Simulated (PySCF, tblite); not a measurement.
**C4H7F4Si radical: geometry, infrared bands and EPR parameters**

Wanted: the infrared bands and EPR parameters of C4H7F4Si radical (`CC[C](CF)[Si](F)(F)F`), by calculation.

Programs: tblite 0.8.0 and PySCF 2.14.0, with density-fitted response routines of our own. Each step states its level of theory. These are calculated values for one molecule in the gas phase, unless marked as measured. Atoms are numbered from 0 throughout.

**1. The molecule as given**

16 atoms, charge 0, multiplicity 2; geometry from: force field or distance geometry start.

Bonds of the start (Å): C0–C1 1.53, C1–C2 1.49, C2–C3 1.54, C3–F4 1.38, C2–Si5 1.86, Si5–F6 1.69, Si5–F7 1.70, Si5–F8 1.69, C0–H9 1.09, C0–H10 1.10, C0–H11 1.11, C1–H12 1.11, C1–H13 1.13, C3–H14 1.14, C3–H15 1.10.

**2. Geometry optimisation with GFN2-xTB**

Job settings and geometry (Å):

```
{"job": {"kind": "relax", "xc": "GFN2-xTB", "basis": "xTB"}, "charge": 0, "multiplicity": 2}
C      1.908800    -0.666900    -0.382500
C      0.983700     0.434900     0.130100
C     -0.379000     0.355100    -0.460600
C     -1.170400     1.523400     0.150500
F     -0.465900     2.660500    -0.199100
Si    -1.318900    -1.199700    -0.083300
F     -0.738600    -2.538700    -0.927500
F     -1.355400    -1.543300     1.579500
F     -2.905600    -0.970300    -0.633500
H      2.841200    -0.626300     0.187300
H      2.124600    -0.559000    -1.453400
H      1.412500    -1.633800    -0.142900
H      1.470300     1.399500    -0.137100
H      0.961500     0.411700     1.256500
H     -1.155600     1.426000     1.281800
H     -2.220800     1.535900    -0.177100
```

Launch:

```bash
> OMP_NUM_THREADS=1 python probes_run.py task.json out
```

This one command runs all jobs of the session in turn.

**Question.** This job is followed by: GFN2-xTB harmonic vibrations, gas phase; UKS B3LYP, pcH-1 on C F H Si, non-relativistic, mean-field spin-orbit, GIAO. Predict these results of the whole session: strongest single infrared mode (GFN2-xTB); zero-point energy (GFN2-xTB); g(iso) (B3LYP); ⟨S²⟩; largest a(iso) (averaged by class); surface potential, 1st and 99th percentile.

The runs gave:

| quantity | value |
| --- | --- |
| strongest single infrared mode (GFN2-xTB) | 913 cm⁻¹, 256 km/mol |
| zero-point energy (GFN2-xTB) | 67.7 kcal/mol |
| g(iso) (B3LYP) | 2.00259 |
| ⟨S²⟩ | 0.753 (exact 0.75) |
| largest a(iso) (averaged by class) | 1H on H14, H15, 114.1 MHz |
| surface potential, 1st and 99th percentile | -0.84 V and 1.63 V |

The optimisation took 107 steps and gained 1.297 eV; among the close pairs (by a distance rule), Si5–F7 changed most, from 1.698 to 1.592 Å. All 42 modes are real, so the xTB geometry is a minimum. The strongest single mode, at 913 cm⁻¹, moves mainly Si5 and F8. Unscaled tight-binding wavenumbers are off by several per cent, some by more. Its intensities can rank the bands wrongly. Most of the unpaired spin sits on C2 (0.94 e). The isotropic g lies 0.3 ppt above the free-electron value.
